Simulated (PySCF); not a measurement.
# C4H5FSi: the cost of one run

The runs use PySCF 2.14.0, with density-fitted response routines of our own; the level of theory stands in each step. All values are computed, except where a source is named. Atoms count from 0, in the outputs and in this text.

### Step 1. The molecule as given

11 atoms, charge 0, multiplicity 1; geometry from: GFN2-xTB. The atoms were then displaced at random by about 0.01 Å, so the start is not that level's minimum.

Bonds of the start (Å): F0–C1 1.31, C1–C2 1.32, C2–C3 1.49, C3–C4 1.36, C4–Si5 1.88, Si5–C1 1.89, C2–H6 1.09, C3–H7 1.07, C4–H8 1.07, Si5–H9 1.47, Si5–H10 1.45.

### Step 2. Geometry optimisation at PBE0-D3(BJ)/def2-SVP

Job settings and geometry (Å):

```
{"job": {"xc": "PBE0", "basis": "def2-SVP", "d3": "d3bj", "grid": 1, "shake": 0.01, "kind": "geom"}, "charge": 0, "multiplicity": 1}
F     -2.092430     1.479010    -0.347930
C     -1.001240     0.768760    -0.164740
C      0.159860     1.330200     0.131980
C      1.298970     0.381550     0.302610
C      0.968810    -0.924360     0.130230
Si    -0.858350    -1.115890    -0.280250
H      0.353130     2.390430     0.259140
H      2.266710     0.753840     0.547340
H      1.714910    -1.682960     0.264430
H     -1.645550    -1.795120     0.762440
H     -1.126700    -1.611280    -1.620930
```

On the command line:

```
$ OMP_NUM_THREADS=1 python probes_run.py task.json out
```

This one command runs all jobs of the session in turn.

Q: Estimate the wall time and peak memory of this first job on 1 thread of Arm Neoverse V1, shared host.

About 33 s, with a peak of 0.47 GiB.
